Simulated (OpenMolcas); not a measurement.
# Ce³⁺ among point charges: CASSCF and CASPT2 levels and susceptibility

Aim: the splitting of the states of Ce³⁺ in the field of 12 point charges, its lowest levels with spin-orbit coupling and its magnetic susceptibility.

The numbers are computed with OpenMolcas 26.06 (state-averaged CASSCF and CASPT2, spin-orbit coupling by RASSI with atomic mean-field integrals), except any that are marked as measured or tabulated.

### 1 What is computed

```
Species                           : Ce³⁺ (cerium, Z = 58, 55 electrons)
Basis                             : ANO-RCC-VDZP [7s6p4d2f1g], 68 functions
Scalar Hamiltonian                : DKH2, point nucleus
Inactive shells                   : 1s 2s 2p 3s 3p 3d 4s 4p 4d 5s 5p
Active space                      : 1 electron in 7 orbitals (4f)
Some configurations of this space : 4f
Orbitals                          : optimised for the highest spin of each parity, averaged over all roots
```

Outer shells as boxes (Hund's rule):

4f
```
4f [↑ ][  ][  ][  ][  ][  ][  ]
```

The ion sits among 12 point charges of -1 e arranged as a cuboctahedron (Oh), 2.82 Å from the ion.

Each step is its own input file, run in one work folder so that later steps find the files of earlier ones. Labels, J, g values, rates, χT and fits are worked out afterwards by a script from the matrices that RASSI stores. The input lists half of the charges; inversion (Group=XYZ) makes the rest.

### 2 Basis and integrals

a.inp reads:

```
&GATEWAY
Coord
1

Ce 0.0 0.0 0.0
Basis=ANO-RCC-VDZP
Group=XYZ
NoMove
AngMom=0.0 0.0 0.0
AMFI
XField
6 Angstrom 0
1.994041 1.994041 0.000000 -1.000000
1.994041 -1.994041 0.000000 -1.000000
0.000000 1.994041 1.994041 -1.000000
0.000000 1.994041 -1.994041 -1.000000
1.994041 0.000000 1.994041 -1.000000
1.994041 0.000000 -1.994041 -1.000000
&SEWARD
```

Launch:

```console
$ OMP_NUM_THREADS=1 MOLCAS_MEM=2252 MOLCAS_PROJECT=a pymolcas a.inp > a.log
```

### 3 CASSCF: doublets of odd parity, 7 roots

a.inp reads:

```
&RASSCF
FileOrb=start.orb
Symmetry=2
Spin=2
nActEl=1 0 0
Inactive=15 12
Ras2=0 7
CIRoot=7 7 1
SDav=7
CIMx=300
Iter=120 100
PrWF=0.3
OrbListing=Nothing
MaxOrb=0
>>> COPY $Project.JobIph JOB001
```

start.orb holds the contracted functions of the basis, ordered by shell, or the orbitals of the step before.

### 4 State interaction with spin-orbit coupling

a.inp reads:

```
&RASSI
NrOfJobIphs=1 7
1 2 3 4 5 6 7
IphNames
JOB001
EJob
SpinOrbit
DIPRint=1.0
SOCoupling=1000.0
Subsets=2
Property=9
'ANGMOM' 1 'ANGMOM' 2 'ANGMOM' 3 'MLTPL  1' 1 'MLTPL  1' 2 'MLTPL  1' 3
'AMFI' 1 'AMFI' 2 'AMFI' 3
SOProperty=3
'ANGMOM' 1 'ANGMOM' 2 'ANGMOM' 3
```

### 5 CASPT2: IPEA 0.25, imaginary shift 0.1 (closed shells correlated: 5s 5p)

a.inp reads:

```
>>> COPY JOB001 $Project.JobIph
&CASPT2
Multistate=7 1 2 3 4 5 6 7
NoMult
Frozen=14 9
IPEA=0.25
Imaginary=0.1
MaxIter=60
WThr=0.0 0.3 0.05
PrWF=0.5
NoMix
```

(Steps that only read results are left out.)

Q: Predict the outcome of this session. Wanted: spin-free ground state; first state of the same spin within the active space; lowest level; next level.

The runs gave:

| quantity | value |
| --- | --- |
| method | SS-CASPT2, IPEA 0.25, imaginary shift 0.1 (closed shells correlated: 5s 5p) |
| spin-free ground state | 2T1, 3-fold in its orbital part |
| first state of the same spin within the active space | 2T2 at 221 cm⁻¹ |
| lowest level | 4-fold Γ8 |
| next level | 191.1 cm⁻¹ |
| χT at 300 K | 0.79 cm³ K/mol |
| effective moment at 300 K | 2.51 μB |

Cost by method:

```csv
method,time of its own steps,time with the reference
A. CASSCF,2.1 s,2.1 s
"B. SS-CASPT2, IPEA 0.25, imaginary shift 0.1, +5s 5p",1.4 s,3.5 s
```

Times are of one thread on a shared host.

The spin-free ground state (2T1) comes to 100 % from free-ion F terms and keeps the highest spin of the shell. CASPT2 does not keep the components of a term degenerate, and the means are used. This is an electrostatic model: the charges have no orbitals.
